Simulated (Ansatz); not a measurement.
# ZrTi3C4: a closer look at a trial structure, part 3 of 3

This session takes a relaxed cell of ZrTi3C4 and sets out to get its elastic tensor and see how the gap depends on the level of theory.

Ansatz 0.2.0; DFT PBE, scalar-relativistic, plane waves, PAW. Earlier steps stand in the parts before.

### 4 The same geometry with PBEsol

input.yaml

```yaml
crystal:
  lattice:
    - [-2.2242579, 2.2242579, 4.4291169]
    - [2.2242579, -2.2242579, 4.4291169]
    - [2.2242579, 2.2242579, -4.4291169]
  atoms:
    - { symbol: Zr, position: [0.5, 0.5, 0.0] }
    - { symbol: Ti, position: [0.0, 0.0, 0.0] }
    - { symbol: Ti, position: [0.75, 0.25, 0.5] }
    - { symbol: Ti, position: [0.25, 0.75, 0.5] }
    - { symbol: C, position: [0.243942, 0.243942, 0.0] }
    - { symbol: C, position: [0.0, 0.5, 0.5] }
    - { symbol: C, position: [0.756058, 0.756058, 0.0] }
    - { symbol: C, position: [0.5, 0.0, 0.5] }
basis:
  ecutwfc: 420
kpoints:
  mp_grid: { grid: [12, 12, 12] }
  band_path:
    path:
      - [[0.0, 0.0, 0.0], [0.0, 0.0, 0.5], [0.25, 0.25, 0.25], [0.0, 0.5, 0.0], [0.0, 0.0, 0.0], [0.5, 0.5, -0.5], [0.31304868, 0.68695132, -0.31304868]]
      - [[-0.31304868, 0.31304868, 0.31304868], [0.0, 0.0, 0.0]]
      - [[0.0, 0.0, 0.5], [-0.12609736, 0.12609736, 0.5]]
      - [[0.5, 0.5, -0.12609736], [0.5, 0.5, -0.5]]
    npoints: 14
hamiltonian:
  xc: pbesol
scf:
  occupations: { method: gaussian, width: 0.1 }
  n_extra_bands: 20
output:
  forces: true
  stress: true
  eigenvalues: true
  populations: true
  dos: { projected: true, de: 0.02, nscf_kmesh: { grid: [15, 15, 15] } }
  bader: true
  write_density: true
  write_potential: true
  elf: true
  volumetric_format: npy
```

Run with:

```console
$ ansatz run input.yaml --threads 4 --pin off --max-ram 8192MiB --backend cpu --events-out ev --progress --plain --runs-dir out
```

Log:

```text
Warning: RAYON_NUM_THREADS=4 ignored (pool sized by the plan → 4); use --threads N
scf.n_extra_bands = 20 over 32 filled bands (N_el = 64.0): the run solves 52 bands
Engine: ansatz 0.2.0, aarch64-unknown-linux-gnu
Pseudopotentials: kind: paw
Pseudopotential: Zr, paw, valence charge 12, recommended cutoff 420 eV (normal), Zr.paw.azcp
Pseudopotential: Ti, paw, valence charge 12, recommended cutoff 420 eV (normal), Ti.paw.azcp
Pseudopotential: C, paw, valence charge 4, recommended cutoff 420 eV (normal), C.paw.azcp
Functional definition: PBEsol
  exchange = pbesol_x
  correlation = pbesol_c
Crystal: 8 atoms, lattice volume = 87.649 Å³
Basis set: ecut = 420 eV, 1679 PW (Γ), exchange–correlation on 80×80×80 points (8 copies of the dense FFT grid, shifted against one another)
Bands: 52, of which v1, the nominal top of the filled ones, is band 32 counted from 1 (31 counted from 0)
Symmetry: 16 space group operations
Space group: I4/mmm (ITA 139), of the structure as read, at distance tolerance 4.4e-5 Å
k-points: 163 of 1728
Non-local potential: Zr, projectors of the file, l = 0: 3, l = 1: 2, l = 2: 2, l = 3: 2
Non-local potential: Ti, projectors of the file, l = 0: 3, l = 1: 2, l = 2: 3, l = 3: 1
Non-local potential: C, projectors of the file, l = 0: 2, l = 1: 2, l = 2: 1
PAW form: soft (Blöchl's): semilocal exchange-correlation on the pseudo side does not see the compensation charge
PAW frozen core: Zr, regenerated for the run's functional, and the local potential with it (the file was generated under x = pbe(κ = 0.804, μ = 0.2195149727645171), c = pbe(β = 0.06672455060314922))
PAW frozen core: Ti, regenerated for the run's functional, and the local potential with it (the file was generated under x = pbe(κ = 0.804, μ = 0.2195149727645171), c = pbe(β = 0.06672455060314922))
PAW frozen core: C, regenerated for the run's functional, and the local potential with it (the file was generated under x = pbe(κ = 0.804, μ = 0.2195149727645171), c = pbe(β = 0.06672455060314922))
PAW one-centre angular grid: Zr, 590 points (default); XC on 64 Gauss nodes
PAW one-centre angular grid: Ti, 590 points (default); XC on 64 Gauss nodes
PAW one-centre angular grid: C, 110 points (default); XC on 64 Gauss nodes
Initial density: superposition of atomic densities (neutral atoms: chi_scale 0, normalization atom), corrected by the library's trained network
Initial wavefunctions: pseudopotential atomic-orbital guess
Functional: x = pbesol(κ = 0.804, μ = 0.12345679012345678), c = pbesol(β = 0.046)
SCF iter   1: F=—  HF=-12543.839973 eV  |F-HF|=—  |Δ(HF+E_count)|=         —  Δρ=1.10e-2  dr2=1.30e-1  ethr=1.77e-3  ⟨swp⟩=5.0  Hψ=31448  notcnv=0  defer=217
preconditioner: auto → Kerker (q_TF=auto, 2.589 Å⁻¹)  [metal: Δε(μ)=0.003 eV  Ē_g=8.634 eV  σ=0.100 eV  W_gap=0.02  n_scr=30 (ndim 8)  ℏωp=22.4 eV  f_vac=0.000  D(μ)=1.40/eV (n_scr^D=10)]
SCF iter   2: F=—  HF=-12543.820060 eV  |F-HF|=—  |Δ(HF+E_count)|=   1.99e-2  Δρ=6.11e-3  dr2=4.32e-2  ethr=2.03e-4  ⟨swp⟩=1.0  Hψ=9780  notcnv=0  defer=293
SCF iter   3: F=—  HF=-12543.811658 eV  |F-HF|=—  |Δ(HF+E_count)|=   8.40e-3  Δρ=6.37e-4  dr2=4.28e-4  ethr=6.75e-5  ⟨swp⟩=2.0  Hψ=9093  notcnv=0  defer=293
SCF iter   4: F=—  HF=-12543.811596 eV  |F-HF|=—  |Δ(HF+E_count)|=   6.23e-5  Δρ=9.55e-5  dr2=8.36e-6  ethr=6.68e-7  ⟨swp⟩=2.0  Hψ=7912  notcnv=0  defer=293
SCF iter   5: F=—  HF=-12543.811597 eV  |F-HF|=—  |Δ(HF+E_count)|=   1.12e-6  Δρ=1.78e-5  dr2=2.09e-7  ethr=1.31e-8  ⟨swp⟩=2.0  Hψ=9127  notcnv=0  defer=298
SCF iter   6: F=-12543.811597 eV  HF=-12543.811597 eV  |F-HF|=1.52e-9  |Δ(HF+E_count)|=   9.54e-9  Δρ=3.19e-6  dr2=8.15e-9  ethr=1.56e-10  ⟨swp⟩=12.5  Hψ=48474  notcnv=0
SCF 1 converged in 6 iterations: F = -12543.811597 eV  dr2 = 8.15e-9
NSCF: frozen V_eff on 130 k-points
NSCF: frozen V_eff on 288 k-points
SCF converged after 6 iterations
Free energy (F): -12543.811597 eV
Harris-Foulkes:  -12543.811597 eV  (|F-HF|=1.52e-9)
Internal energy: -12543.804553 eV  (E = F + TS)
E sigma→0 (E₀):  -12543.808075 eV
Entropy (-TS):   -0.007044 eV (-0.881 meV/atom)
Fermi energy:    14.479844 eV
--- Per-component energies (eV) ---
  E_band       = -392.820088
  E_kinetic    = 1505.025032
  E_local      = -2970.765805  (includes V_loc(G=0)·N_el)
  E_nonlocal   = 206.052909
  E_hartree    = 1139.143054
  E_xc         = -647.875072
  E_vxc        = -800.896240  (∫ρ·V_xc dr)
  E_paw        = -6342.255347  (= ΣΔE_a)
  E_vpaw       = -610.520962  (= ΣTr[D̂ρ^β])
  E_aug_tail   = 0.000406  (compensation charges beyond the density's cutoff)
  E_ewald      = -5433.798006
  E_core_change = 0.668275  (= ΣΔE_core)
  E_smearing   = -0.007044  (= −TS)
  E_closure    = 0.000000  (closes the sum)
  Σ components = -12543.811597   (vs F -12543.811597, Δ=0.00e0)
--- Forces (eV/Å), atoms counted from 1 ---
  atom   1  Zr     0.00000000     0.00000000     0.00000000
  atom   2  Ti    -0.00000000     0.00000000     0.00000000
  atom   3  Ti     0.00000000    -0.00000000     0.00000000
  atom   4  Ti     0.00000000    -0.00000000     0.00000000
  atom   5  C      0.00000000    -0.00000000     0.00384570
  atom   6  C      0.00000000     0.00000000    -0.00000000
  atom   7  C      0.00000000    -0.00000000    -0.00384570
  atom   8  C      0.00000000     0.00000000     0.00000000
  max |Σ_I F_I| component: 3.25e-18 eV/Å
--- Stress (GPa, compression-positive) ---
       -6.521797       0.000000      -0.000000
        0.000000      -6.521797      -0.000000
        0.000000       0.000000      -6.514989
  P = ⅓ Tr σ = -6.5195 GPa (-65.195 kbar)
--- Band table (eV; the first three rows and the last of 163) ---
  k-point 0: bands = ["-41.9749", "-41.9336", "-41.8566", "-32.9282", "-18.4353", "-18.4205", "-18.4205", "-18.3066", "-18.2970", "-18.2970", "-18.2039", "-18.2039", "-18.1758", "-11.2404", "-11.2404", "-11.2274", "2.4626", "4.4121", "4.7644", "5.3061", "11.1962", "11.1962", "11.5022", "11.7580", "11.7895", "11.8609", "11.8609", "12.7975", "14.5282", "14.5282", "15.1704", "15.1704", "15.2022", "15.9037", "15.9037", "15.9179", "16.2058", "16.3438", "17.0860", "17.0860", "17.3395", "17.3395", "17.3706", "17.6480", "18.9673", "18.9673", "19.0546", "19.1628", "19.2083", "19.7471", "21.7980", "22.3288"]
  k-point 1: bands = ["-41.9734", "-41.9348", "-41.8569", "-32.9283", "-18.4454", "-18.4107", "-18.4076", "-18.3273", "-18.3033", "-18.2807", "-18.2111", "-18.1997", "-18.1765", "-11.2459", "-11.2421", "-11.2271", "2.5689", "4.4851", "4.8343", "5.3350", "10.7996", "11.2260", "11.2724", "11.5000", "11.8551", "11.9787", "12.0925", "12.6279", "14.1852", "14.6699", "14.7298", "14.7560", "14.9243", "15.2186", "15.7938", "16.2676", "16.8422", "17.0257", "17.0811", "17.2248", "17.2345", "17.3032", "17.7355", "17.8338", "18.8147", "18.9315", "19.2562", "19.4200", "19.4284", "19.8599", "22.0620", "22.4639"]
  k-point 2: bands = ["-41.9692", "-41.9380", "-41.8578", "-32.9283", "-18.4627", "-18.3931", "-18.3721", "-18.3542", "-18.3255", "-18.2640", "-18.2260", "-18.1896", "-18.1793", "-11.2586", "-11.2464", "-11.2263", "2.8753", "4.6894", "5.0321", "5.4147", "10.1677", "10.5957", "11.3009", "11.5040", "11.8290", "11.8804", "12.1204", "12.2856", "13.5123", "13.6858", "13.9230", "14.0910", "15.1619", "15.3597", "16.0550", "16.7569", "16.9416", "16.9689", "17.1441", "17.2565", "17.5770", "17.7768", "18.3889", "18.8030", "18.8334", "18.9613", "19.2855", "19.9704", "20.0055", "20.1087", "22.7798", "22.8605"]
  k-point 162: bands = ["-41.9688", "-41.9337", "-41.8626", "-32.9290", "-18.4520", "-18.4520", "-18.3448", "-18.3008", "-18.2683", "-18.2516", "-18.2516", "-18.2182", "-18.2182", "-11.2452", "-11.2377", "-11.2377", "3.7480", "4.0012", "4.2529", "4.6020", "11.0056", "11.1700", "11.3788", "11.3788", "12.7959", "12.7959", "13.8165", "13.8837", "13.9998", "13.9998", "14.0547", "14.0547", "14.1942", "14.6183", "14.6183", "14.7402", "16.4658", "16.8339", "17.4929", "17.5415", "17.6446", "17.8103", "17.8103", "17.8914", "17.8914", "19.1316", "19.5783", "19.5783", "19.7628", "19.8538", "22.0849", "22.5555"]
--- Löwdin populations: 8 sites ---
  site symbol       q [e]
     0     Zr     11.3905
     1     Ti     11.1445
     2     Ti     11.1354
     3     Ti     11.1354
     4      C      4.7617
     5      C      4.7330
     6      C      4.7617
     7      C      4.7330
  spilling = 0.003197 (of n_electrons = 64.000000)
--- Bader charges: 8 sites ---
  site symbol  charge [e]  shift [e]
     0     Zr      1.8569     0.0011
     1     Ti      1.6624     0.0008
     2     Ti      1.6619     0.0009
     3     Ti      1.6619     0.0009
     4      C     -1.7004     0.0009
     5      C     -1.7212     0.0010
     6      C     -1.7004     0.0009
     7      C     -1.7211     0.0010
  estimated error of the sums over rays = 8.6e-4 e
```

Wall time 38 s (4 threads of Arm Neoverse V2, shared host); peak memory 1.1 GiB.

By site:

```csv
atom,Löwdin electrons,Bader charge (e),Bader volume (Å³)
Zr1,11.39,+1.86,10.9
Ti2,11.14,+1.66,8.4
Ti3,11.14,+1.66,8.6
Ti4,11.14,+1.66,8.6
C5,4.76,-1.70,12.9
C6,4.73,-1.72,12.7
C7,4.76,-1.70,12.9
C8,4.73,-1.72,12.7
```

The Löwdin counts miss 0.20 of the 64 electrons, which the atomic orbitals do not span, so they are no charges.

From bands.tsv, the levels nearest the Fermi level at the path's corners, in eV from the Fermi level:

```tsv
point	band 29	band 30	band 31	band 32	band 33	band 34	band 35	band 36
Γ	0.05	0.05	0.69	0.69	0.72	1.42	1.42	1.44
X	-2.75	-2.53	-2.41	-2.25	1.89	2.31	2.71	2.84
P	-2.60	-2.60	-2.58	-2.41	2.25	2.35	2.50	2.50
N	-1.93	-1.71	-1.71	-1.57	1.07	1.17	2.29	2.42
Γ	0.05	0.05	0.69	0.69	0.72	1.42	1.42	1.44
M	-0.48	-0.48	-0.42	-0.42	-0.29	0.14	0.14	0.26
S	-2.19	-1.98	-1.07	-0.35	-0.31	1.72	1.75	1.98
S0	-2.19	-1.98	-1.07	-0.35	-0.31	1.72	1.75	1.98
Γ	0.05	0.05	0.69	0.69	0.72	1.42	1.42	1.44
X	-2.75	-2.53	-2.41	-2.25	1.89	2.31	2.71	2.84
R	-2.56	-2.26	-2.23	-2.14	1.58	1.95	2.44	2.58
G	-2.56	-2.26	-2.23	-2.14	1.58	1.95	2.44	2.58
M	-0.48	-0.48	-0.42	-0.42	-0.29	0.14	0.14	0.26
```

Counts of states by energy window (eV from the Fermi level), total and by projection:

```
from  to  total  Zr 4d  Ti 3d  C 2p
  -8  -7   0.00   0.00   0.00  0.00
  -7  -6   0.00   0.00   0.00  0.00
  -6  -5   0.58   0.08   0.11  0.27
  -5  -4   2.82   0.34   0.59  1.44
  -4  -3   4.44   0.47   0.83  2.66
  -3  -2   9.69   0.92   3.39  5.01
  -2  -1   4.71   0.46   1.83  2.27
  -1   0   1.74   0.15   0.57  0.96
   0   1   1.88   0.18   0.98  0.65
   1   2   3.79   0.33   2.69  0.65
   2   3   8.07   0.38   6.48  0.98
   3   4   6.44   0.28   4.70  1.21
   4   5   6.16   1.97   2.54  1.11
   5   6   5.45   1.35   1.99  1.51
```

Below -8 eV lie 40 or so more states.

The maps below are laid out on this run's own conventional cell (a, b, c = 4.449, 4.449, 8.858 Å).

Density in a lattice plane of the grid's cell (edges 4.45 and 8.86 Å, at 0.000 of the third edge), which holds Zr and Ti and C.

Ten even steps from '0' (0.21 e/Å³) to '9' (10.10 e/Å³):
```
630000100003
000000000000
000000000000
110003630001
110017971001
100003630000
000000000000
000000000000
320000100003
231001110013
330000100002
000000000000
000000000000
100003630000
110017971001
110003630001
000000000000
000000000000
630000100003
971001110017
```
Columns run along the first of these edges and rows up along the second, over one cell in 12 and 20 even steps from the bottom left corner. Atoms in the plane (fractional): Zr at (0.00, 0.50), Ti at (0.00, 0.00), Ti at (0.50, 0.75), Ti at (0.50, 0.25), C at (0.00, 0.24), C at (0.50, 0.00), C at (0.00, 0.76), C at (0.50, 0.50).

ELF in the same plane.

Ten even steps from '0' (0.00) to '9' (0.79):
```
673399799337
421367876312
986312321368
699337773399
069466066496
899337773399
665212321256
641268886214
896389798369
079496069497
896389798369
641268886214
665212321256
899337773399
069466066496
699337773399
986312321368
421367876312
673399799337
056495059465
```
Columns run along the first of these edges and rows up along the second, over one cell in 12 and 20 even steps from the bottom left corner. Atoms in the plane (fractional): Zr at (0.00, 0.50), Ti at (0.00, 0.00), Ti at (0.50, 0.75), Ti at (0.50, 0.25), C at (0.00, 0.24), C at (0.50, 0.00), C at (0.00, 0.76), C at (0.50, 0.50).

Both are smooth fields of the valence electrons: close to the nuclei they are not physical.

Maxima of ELF outside the ion cores: 0.80 in the shell around C, 0.7 Å from C; 0.80 beside C, off the lines to its neighbours, 0.8 Å from C.

### 5 Variant: chi_scale 0.1, preconditioner resta

input.yaml

```yaml
crystal:
  lattice:
    - [-2.2242579, 2.2242579, 4.4291169]
    - [2.2242579, -2.2242579, 4.4291169]
    - [2.2242579, 2.2242579, -4.4291169]
  atoms:
    - { symbol: Zr, position: [0.5, 0.5, 0.0] }
    - { symbol: Ti, position: [0.0, 0.0, 0.0] }
    - { symbol: Ti, position: [0.75, 0.25, 0.5] }
    - { symbol: Ti, position: [0.25, 0.75, 0.5] }
    - { symbol: C, position: [0.243942, 0.243942, 0.0] }
    - { symbol: C, position: [0.0, 0.5, 0.5] }
    - { symbol: C, position: [0.756058, 0.756058, 0.0] }
    - { symbol: C, position: [0.5, 0.0, 0.5] }
basis:
  ecutwfc: 420
kpoints:
  mp_grid: { grid: [12, 12, 12] }
hamiltonian:
  xc: pbesol
scf:
  occupations: { method: gaussian, width: 0.1 }
  initial_density: { chi_scale: 0.1 }
  mixing: { preconditioner: resta }
output:
  forces: true
  eigenvalues: true
  stress: true
```

Run with:

```console
$ ansatz run input.yaml --threads 4 --pin off --max-ram 8192MiB --backend cpu --events-out ev --progress --plain --runs-dir out
```

Log, cut to the lines that bear on the results:

```text
Warning: RAYON_NUM_THREADS=4 ignored (pool sized by the plan → 4); use --threads N
[...]
[... 5 set-up lines as earlier in the session ...]
[...]
Crystal: 8 atoms, lattice volume = 87.649 Å³
[...]
  atom   5  C     -0.00000000     0.00000000     0.00383351
  atom   6  C      0.00000000     0.00000000     0.00000000
  atom   7  C      0.00000000     0.00000000    -0.00383351
  atom   8  C      0.00000000     0.00000000     0.00000000
[...]
--- Stress (GPa, compression-positive) ---
       -6.521932       0.000000       0.000000
        0.000000      -6.521932       0.000000
        0.000000       0.000000      -6.514963
  P = ⅓ Tr σ = -6.5196 GPa (-65.196 kbar)
--- Band table (eV; the first three rows and the last of 163) ---
[...]
```

Run time: 12 s. Hardware: 4 threads of Arm Neoverse V2, shared host; peak memory 0.71 GiB.

```csv
run,ending,energy change,pressure (GPa),gap (eV),force (eV/Å),cycles,time
step 4,converged,0,-6.5,0.00,0.00,6,38 s
variant,converged,0.0 meV/atom,-6.5,0.00,0.00,12,12 s
```

The changed start and mixing doesn't alter the result here (within 0.5 meV/atom).

### 6 The levels side by side

```csv
level,gap (eV),pressure (GPa),CPU time,against the first
PBE,0.00,0.0,2.6 min,× 1
r2SCAN,0.00,-0.5,4.3 min,× 1.6
PBEsol,0.00,-6.5,2.5 min,× 0.96
```

All at the geometry relaxed with the first.

### 7 What came out

This closing draws on all 3 parts.

| quantity | value |
| --- | --- |
| C11, C12, C44 (relaxed-ion) | 474, 117, 158 GPa |
| C33, C13, C66 (relaxed-ion) | 491, 116, 160 GPa |
| B, G, E (Hill) (relaxed-ion) | 237, 168, 407 GPa |
| Poisson ratio (relaxed-ion) | 0.21 |
| Debye temperature | 829 K |
| gap (r2SCAN) | none (metal) |
| states at the Fermi level (r2SCAN) | 0.97 per eV per cell |
| Bader charges (r2SCAN) | Zr +1.99, Ti +1.79, C -1.85 to -1.83 e |
| gap (PBEsol) | none (metal) |
| states at the Fermi level (PBEsol) | 1.25 per eV per cell |
| Bader charges (PBEsol) | Zr +1.86, Ti +1.66, C -1.72 to -1.70 e |

It is stable against strain: the least eigenvalue of C is 158 GPa. By Pugh's rule of thumb B/G = 1.42 (under 1.75) points to a brittle solid; the elastic response is close to isotropic. All levels find a metal. At this fixed cell PBEsol gives -6.5 GPa, so it would relax to a smaller volume.
